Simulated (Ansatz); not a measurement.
**C5H8O2: energies up the ladder**

The task, for C5H8O2: energies up the ladder.

Program: Ansatz 0.2.0. Level of theory: the levels named in each step. These are calculated values, not measurements.

**1. The system as given**

Bond lengths: C1–C2 1.507 Å, C2–O3 1.233 Å, C2–C4 1.440 Å, C4–C5 1.361 Å, C5–C6 1.494 Å, C5–O7 1.322 Å, C1–H8 1.086 Å, C1–H9 1.088 Å, C1–H10 1.088 Å, C4–H11 1.076 Å, C6–H12 1.085 Å, C6–H13 1.089 Å, C6–H14 1.088 Å, O7–H15 1.001 Å. Angles (14 of 22 angles, heavy atoms first): C1–C2–O3 121.2°, C1–C2–C4 116.3°, O3–C2–C4 122.5°, C2–C4–C5 121.1°, C4–C5–C6 123.2°, C4–C5–O7 122.2°, C6–C5–O7 114.6°, C2–C1–H8 110.0°, C2–C1–H9 109.8°, C2–C1–H10 109.7°, C2–C4–H11 118.7°, C5–C4–H11 120.2°, C5–C6–H12 111.3°, C5–C6–H13 109.3°.

As a file:

```xyz
15

C     2.6101    0.4284    0.1047
C     1.2297   -0.1369   -0.1064
O     1.0648   -1.2547   -0.6007
C     0.1299    0.6976    0.3021
C    -1.1577    0.2800    0.1641
C    -2.3337    1.1055    0.5748
O    -1.4654   -0.9005   -0.3462
H     3.3581   -0.2809   -0.2383
H     2.7133    1.3627   -0.4433
H     2.7625    0.6375    1.1617
H     0.3433    1.6637    0.7250
H    -2.0238    2.0830    0.9285
H    -2.8791    0.5889    1.3629
H    -3.0101    1.2161   -0.2707
H    -0.6048   -1.3563   -0.5788
```

**2. A rough first relaxation, PBE-D4/def2-SVP**

The input, input.yaml:

```yaml
crystal:
  periodic: [false, false, false]
  atoms:
    - { symbol: C, position_ang: [2.61011, 0.42842, 0.1047] }
    - { symbol: C, position_ang: [1.22966, -0.13694, -0.1064] }
    - { symbol: O, position_ang: [1.06481, -1.2547, -0.60074] }
    - { symbol: C, position_ang: [0.12992, 0.6976, 0.3021] }
    - { symbol: C, position_ang: [-1.1577, 0.28001, 0.16408] }
    - { symbol: C, position_ang: [-2.33371, 1.10545, 0.57478] }
    - { symbol: O, position_ang: [-1.46539, -0.90048, -0.34618] }
    - { symbol: H, position_ang: [3.35809, -0.28087, -0.23831] }
    - { symbol: H, position_ang: [2.71328, 1.36275, -0.44329] }
    - { symbol: H, position_ang: [2.76246, 0.63751, 1.16165] }
    - { symbol: H, position_ang: [0.34326, 1.66369, 0.72496] }
    - { symbol: H, position_ang: [-2.02378, 2.08302, 0.92848] }
    - { symbol: H, position_ang: [-2.87911, 0.58893, 1.3629] }
    - { symbol: H, position_ang: [-3.01006, 1.21614, -0.27069] }
    - { symbol: H, position_ang: [-0.60485, -1.35635, -0.57881] }
basis:
  gaussian: { orbitals: def2-SVP }
hamiltonian:
  xc: pbe
  dispersion: d4
relax:
  f_tol: 0.03
  max_steps: 200
```

On the command line:

```
> ansatz run input.yaml --threads 4 --pin off --max-ram 10240MiB --backend cpu --events-out ev --progress --plain --runs-dir out
```

Further steps of the session: Relaxation, PBE0-D4/def2-TZVP; Relaxation, PBE0-D4/def2-SVP; Frequencies, PBE0-D4/def2-SVP; Single point, PBE-D4/def2-TZVPP; Single point, r2SCAN-D4/def2-TZVPP; Single point, B3LYP-D4/def2-TZVPP; Single point, wB97M-V/def2-TZVPP; Single point, B2PLYP/def2-TZVPP; Single point, PBE0-D4/def2-TZVPP; Single point, LDA/def2-TZVPP; Single point, PBE0-D4/def2-SVP; Single point, PBE-D4/def2-SVP.

What does the calculation give? Wanted: C1–C2 at PBE0-D4/def2-SVP; C2–O3 at PBE0-D4/def2-SVP; C2–C4 at PBE0-D4/def2-SVP; frequencies at PBE0-D4/def2-SVP; energy at PBE-D4/def2-SVP.

As calculated:

| quantity | value |
| --- | --- |
| C1–C2 at PBE0-D4/def2-SVP | 1.503 Å |
| C2–O3 at PBE0-D4/def2-SVP | 1.244 Å |
| C2–C4 at PBE0-D4/def2-SVP | 1.438 Å |
| frequencies at PBE0-D4/def2-SVP | -19 to 3248 cm⁻¹ |
| energy at PBE-D4/def2-SVP | -9391.962 eV |

In words: The C–C distance spreads over 0.003 Å, from PBE0-D4/def2-TZVP (shortest) to PBE0-D4/def2-SVP. A small imaginary frequency is left, within the noise of the finite differences or a very flat motion. These totals serve in differences with atoms or fragments at the same level; alone they don't rank the methods.
